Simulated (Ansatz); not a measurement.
Task: a geometry optimisation of CH9FSi3, SMILES F[SiH2]C([SiH3])[SiH3], with Ansatz 0.2.0, Python API. Give the script and its output. Settings: CAM-B3LYP, cc-pVDZ basis, multiplicity 1.

```json
{"atom": "F", "x (Å)": "-0.1392", "y (Å)": "2.3919", "z (Å)": "0.6842"}
{"atom": "Si", "x (Å)": "0.4989", "y (Å)": "1.5671", "z (Å)": "-0.6419"}
{"atom": "C", "x (Å)": "0.2165", "y (Å)": "-0.2703", "z (Å)": "-0.4482"}
{"atom": "Si", "x (Å)": "-1.6158", "y (Å)": "-0.6199", "z (Å)": "-0.3446"}
{"atom": "Si", "x (Å)": "1.0600", "y (Å)": "-0.8784", "z (Å)": "1.1038"}
{"atom": "H", "x (Å)": "1.9423", "y (Å)": "1.8322", "z (Å)": "-0.7338"}
{"atom": "H", "x (Å)": "-0.1587", "y (Å)": "2.0352", "z (Å)": "-1.8710"}
{"atom": "H", "x (Å)": "0.6404", "y (Å)": "-0.7996", "z (Å)": "-1.3259"}
{"atom": "H", "x (Å)": "-2.1869", "y (Å)": "0.0730", "z (Å)": "0.8202"}
{"atom": "H", "x (Å)": "-1.8309", "y (Å)": "-2.0679", "z (Å)": "-0.2066"}
{"atom": "H", "x (Å)": "-2.2752", "y (Å)": "-0.1442", "z (Å)": "-1.5697"}
{"atom": "H", "x (Å)": "0.5005", "y (Å)": "-0.1867", "z (Å)": "2.2749"}
{"atom": "H", "x (Å)": "2.5023", "y (Å)": "-0.6058", "z (Å)": "1.0163"}
{"atom": "H", "x (Å)": "0.8457", "y (Å)": "-2.3265", "z (Å)": "1.2422"}
```

The script, `opt_ch9fsi3.py`:
```python
"""Relax the CH9FSi3 molecule."""

import ansatz as az
import numpy as np

GEOMETRY = """
F    -0.13920    2.39190    0.68420
Si    0.49890    1.56710   -0.64190
C     0.21650   -0.27030   -0.44820
Si   -1.61580   -0.61990   -0.34460
Si    1.06000   -0.87840    1.10380
H     1.94230    1.83220   -0.73380
H    -0.15870    2.03520   -1.87100
H     0.64040   -0.79960   -1.32590
H    -2.18690    0.07300    0.82020
H    -1.83090   -2.06790   -0.20660
H    -2.27520   -0.14420   -1.56970
H     0.50050   -0.18670    2.27490
H     2.50230   -0.60580    1.01630
H     0.84570   -2.32650    1.24220
"""

geometry = az.Crystal.molecule()
for line in GEOMETRY.strip().splitlines():
    symbol, *xyz = line.split()
    geometry = geometry.atom(symbol, [float(v) for v in xyz])

model = geometry.calculation().basis(gaussian="cc-pVDZ").functional("cam_b3lyp")
symbols = [site.symbol for site in geometry.cartesian_sites]
start = np.array([site.position_ang for site in geometry.cartesian_sites], dtype=float)
report = model.relax(force_tolerance=0.005, max_steps=100).run().report
end = np.array(report["positions_ang"])

for key in ("converged", "free_energy_ev", "reference_energy_ev", "n_frozen", "n_occupied", "n_virtual"):
    print(f"{key:22s} {report[key]}")

print("bond        before    after (A)")
for i, j in [(0, 1), (1, 2), (1, 5), (1, 6), (2, 3), (2, 4), (2, 7), (3, 8), (3, 9), (3, 10), (4, 11), (4, 12), (4, 13)]:
    d0, d1 = (np.linalg.norm(xyz[i] - xyz[j]) for xyz in (start, end))
    print(f"{symbols[i]}{i}-{symbols[j]}{j}".ljust(10), f"{d0:8.4f} {d1:8.4f}")
for i, j, k in [(0, 1, 2), (0, 1, 5), (0, 1, 6), (2, 1, 5), (2, 1, 6), (5, 1, 6), (1, 2, 3), (1, 2, 4)]:
    u, v = end[i] - end[j], end[k] - end[j]
    print(f"angle {symbols[i]}{i}-{symbols[j]}{j}-{symbols[k]}{k}: {np.degrees(np.arccos(np.clip(u @ v / np.linalg.norm(u) / np.linalg.norm(v), -1, 1))):.2f} deg")
```

```console
$ python opt_ch9fsi3.py
converged              True
free_energy_ev         -27533.576215295892
reference_energy_ev    -27533.576215295892
n_frozen               0
n_occupied             [33, 33]
n_virtual              [94, 94]
bond        before    after (A)
F0-Si1       1.6870   1.6476
Si1-C2       1.8690   1.8703
Si1-H5       1.4704   1.4902
Si1-H6       1.4705   1.4902
C2-Si3       1.8682   1.8979
C2-Si4       1.8681   1.8979
C2-H7        1.1091   1.1080
Si3-H8       1.4707   1.4914
Si3-H9       1.4704   1.4937
Si3-H10      1.4704   1.4942
Si4-H11      1.4707   1.4914
Si4-H12      1.4704   1.4942
Si4-H13      1.4704   1.4937
angle F0-Si1-C2: 108.68 deg
angle F0-Si1-H5: 107.07 deg
angle F0-Si1-H6: 107.07 deg
angle C2-Si1-H5: 111.49 deg
angle C2-Si1-H6: 111.49 deg
angle H5-Si1-H6: 110.82 deg
angle Si1-C2-Si3: 113.11 deg
angle Si1-C2-Si4: 113.11 deg
```

Caveats:
- Total energies depend on the basis set; only differences at equal settings carry meaning.
- The end point is the stationary point reached from this start; no frequency run checks that it is a minimum, and the basis set is modest.
- Hardware and time: 84 s on 1 thread of Intel(R) Xeon(R) Platinum 8488C (Sapphire Rapids), with other jobs on the host, peak memory 0.5 GiB.

(Lines on the test bed's own set-up are left out of the output.)
